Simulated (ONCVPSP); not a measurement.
# Tm: the cost of one run

Program: ONCVPSP 4.0.1. Reference atom: PBEsol, scalar-relativistic, spherical and spin-unpolarised. All values are calculated.

### Step 1. The atom and the settings

The settings as typed:

- element: thulium (Tm, Z = 69)
- type: optimised norm-conserving Vanderbilt (ONCV)
- frozen core: [Kr] 4d10
- valence charge: 23
- reference configuration: 4f13 5s2 5p6 6s1 (charge +1)
- partial waves: 5s+6s: rc 1.80 bohr, ncon 4, nbas 9, qcut 8.8 1/bohr, 2 projectors; 5p: rc 2.10 bohr, ncon 4, nbas 8, qcut 6.2 1/bohr, 1 projector; d scattering state at 0.11 Ha: rc 1.95 bohr, ncon 4, nbas 7, qcut 4.5 1/bohr, 2 projectors, debl 1.9 Ha; 4f: rc 1.30 bohr, ncon 4, nbas 9, qcut 14.9 1/bohr, 1 projector
- local potential: polynomial inside 1.15 bohr (lpopt 5, dvloc0 2 Ha)
- core correction: Teter function, fcfact 3.5, rcfact 1.6

The outer shells as boxes (Hund's rule for the drawing; the calculation is spin-unpolarised):

```
[Kr] core
4d [↑↓][↑↓][↑↓][↑↓][↑↓]
4f [↑↓][↑↓][↑↓][↑↓][↑↓][↑↓][↑ ]
5s [↑↓]
5p [↑↓][↑↓][↑↓]
6s [↑ ]
```

### Step 2. Generating the potential

Input file Tm.dat:

```
# ATOM AND REFERENCE CONFIGURATION
# atsym  z   nc   nv     iexc    psfile
  Tm 69.00    9    4  -116133      upf
#
#   n    l    f
    1    0    2.00
    2    0    2.00
    2    1    6.00
    3    0    2.00
    3    1    6.00
    3    2   10.00
    4    0    2.00
    4    1    6.00
    4    2   10.00
    4    3   13.00
    5    0    2.00
    5    1    6.00
    6    0    1.00
#
# PSEUDOPOTENTIAL AND OPTIMIZATION
# lmax
    3
#
#   l,   rc,      ep,       ncon, nbas, qcut
    0    1.80    0.00    4    9    8.80
    1    2.10    0.00    4    8    6.20
    2    1.95    0.11    4    7    4.50
    3    1.30    0.00    4    9   14.90
#
# LOCAL POTENTIAL
# lloc, lpopt,  rc(5),   dvloc0
    4    5    1.15    2.00
#
# VANDERBILT-KLEINMAN-BYLANDER PROJECTORs
# l, nproj, debl
    0    2    3.90
    1    1    3.10
    2    2    1.90
    3    1    3.90
#
# MODEL CORE CHARGE
# icmod, fcfact, rcfact
    3    3.50    1.60
#
# LOG DERIVATIVE ANALYSIS
# epsh1, epsh2, depsh
   -4.00    5.00    0.02
#
# OUTPUT GRID
# rlmax, drl
    6.00    0.01
#
# TEST CONFIGURATIONS
# ncnf
    4
# nvcnf
#   n    l    f
    4
    4    3   13.00
    5    0    2.00
    5    1    6.00
    6    0    2.00
#
    4
    4    3   13.00
    5    0    2.00
    5    1    6.00
    6    0    0.00
#
    4
    4    3   12.00
    5    0    2.00
    5    1    6.00
    6    0    0.00
#
    4
    4    3   13.00
    5    0    2.00
    5    1    5.00
    6    0    2.00
#
```

Command:

```bash
oncvpsp.x < Tm.dat > Tm.out
```

**Question.** How long does this run take on 1 thread of Intel Xeon Platinum 8559C, shared host?

About 5.5 s.
